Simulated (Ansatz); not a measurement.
Be3Si under changes of volume

One of the cells (9.958 Å³/atom); the others are scaled copies at fixed shape and fractional positions:

```
CELL_PARAMETERS angstrom
-1.70557 1.70557 3.42313
1.70557 -1.70557 3.42313
1.70557 1.70557 -3.42313
ATOMIC_POSITIONS crystal
Si 0.00000 0.00000 0.00000
Be 0.50000 0.50000 0.00000
Be 0.25000 0.75000 0.50000
Be 0.75000 0.25000 0.50000
```

The cell comes from a database or a generator and needn't be the stable form of this composition.

| Item | Value |
| --- | --- |
| Program | Ansatz 0.2.0 |
| Functional | PBE |
| Potentials or basis | Ansatz PAW |
| Cutoff | 420 eV (not typed: the program's choice for these potentials) |
| k mesh | 11 × 11 × 11 |
| Occupations | fermi-dirac, width 0.05 eV |
| Spin | no spin polarisation |

```tsv
volume (Å³/atom)	energy over the lowest point (meV/atom)	pressure (GPa)
9.360	?	?
9.559	3.53	4.0
9.759	0.21	1.4
9.958	0.00	-1.0
10.157	2.62	-3.2
10.356	7.83	-5.2
10.555	15.38	-7.0
```

Question: What does the run at 9.360 Å³/atom give?

Answer: Energy over the lowest point 10.28 meV/atom; pressure 6.9 GPa.

Worked out: A Birch-Murnaghan fit of order 3 (a polynomial in V^(-2/3)) to the other rows has its minimum at 9.87 Å³/atom with B0 = V·E''(V) = 117 GPa and B' = 3.5 at fixed shape and positions, which overstates the stiffness. It gives 10.24 meV/atom at 9.360 Å³/atom, against the run's 10.28, and -dE/dV = 6.9 GPa, against 6.9.

Energies are extrapolated to zero smearing.
